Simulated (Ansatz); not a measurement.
# Hf4Cl: the cost of one run

Program: Ansatz 0.2.0. Level of theory: DFT PBE, scalar-relativistic, plane waves, PAW. These are calculated values, not measurements.

### Step 1. The starting structure

It takes space group Fm-3m (No. 225, cubic). Conventional cell: a = 8.202 Å, b = 8.202 Å, c = 8.202 Å, α = 90.00°, β = 90.00°, γ = 90.00°. Hf (site symmetry 4mm) has 2 Cl at 1.99 to 2.11 Å as nearest neighbours. Hf (site symmetry -43m) is surrounded by 12 Hf at 2.90 Å. Cl (site symmetry m-3m) has 6 Hf at 1.99 Å as nearest neighbours. Around Cl (site symmetry m-3m) lie 6 Hf at 2.11 Å.

As a file:

```xyz
10
Lattice="0.0000 4.1009 4.1009 4.1009 0.0000 4.1009 4.1009 4.1009 0.0000" Properties=species:S:1:pos:R:3 pbc="T T T"
Hf    2.1096    4.1009    4.1009
Hf    6.0923    4.1009    4.1009
Hf    4.1009    2.1096    4.1009
Hf    4.1009    6.0923    4.1009
Hf    4.1009    4.1009    2.1096
Hf    4.1009    4.1009    6.0923
Hf    2.0505    2.0505    2.0505
Hf    6.1514    6.1514    6.1514
Cl    4.1009    4.1009    4.1009
Cl    0.0000    0.0000    0.0000
```

The cell is invented: random cell by space group and Wyckoff sites (Fm-3m, No. 225). The dimensions are guesses.

### Step 2. A first look at the guess

File input.yaml:

```yaml
crystal:
  lattice:
    - [0.0, 4.10092742, 4.10092742]
    - [4.10092742, 0.0, 4.10092742]
    - [4.10092742, 4.10092742, 0.0]
  atoms:
    - { symbol: Hf, position: [0.74279493, 0.25720507, 0.25720507] }
    - { symbol: Hf, position: [0.25720507, 0.74279493, 0.74279493] }
    - { symbol: Hf, position: [0.25720507, 0.74279493, 0.25720507] }
    - { symbol: Hf, position: [0.74279493, 0.25720507, 0.74279493] }
    - { symbol: Hf, position: [0.25720507, 0.25720507, 0.74279493] }
    - { symbol: Hf, position: [0.74279493, 0.74279493, 0.25720507] }
    - { symbol: Hf, position: [0.25, 0.25, 0.25] }
    - { symbol: Hf, position: [0.75, 0.75, 0.75] }
    - { symbol: Cl, position: [0.5, 0.5, 0.5] }
    - { symbol: Cl, position: [0.0, 0.0, 0.0] }
basis:
  ecutwfc: 420
kpoints:
  mp_grid: { grid: [4, 4, 4] }
hamiltonian:
  xc: pbe
scf:
  occupations: { method: gaussian, width: 0.1 }
  lower_state_search: "off"
output:
  forces: true
  stress: true
  eigenvalues: true
```

Run with:

```console
> ansatz run input.yaml --threads 1 --pin off --max-ram 2560MiB --backend cpu --events-out ev --progress --plain --runs-dir out
```

**Question.** How long does this run take on 1 thread of AMD EPYC, shared host, and how much memory does it need?

About 29 s, with a peak of 0.55 GiB.
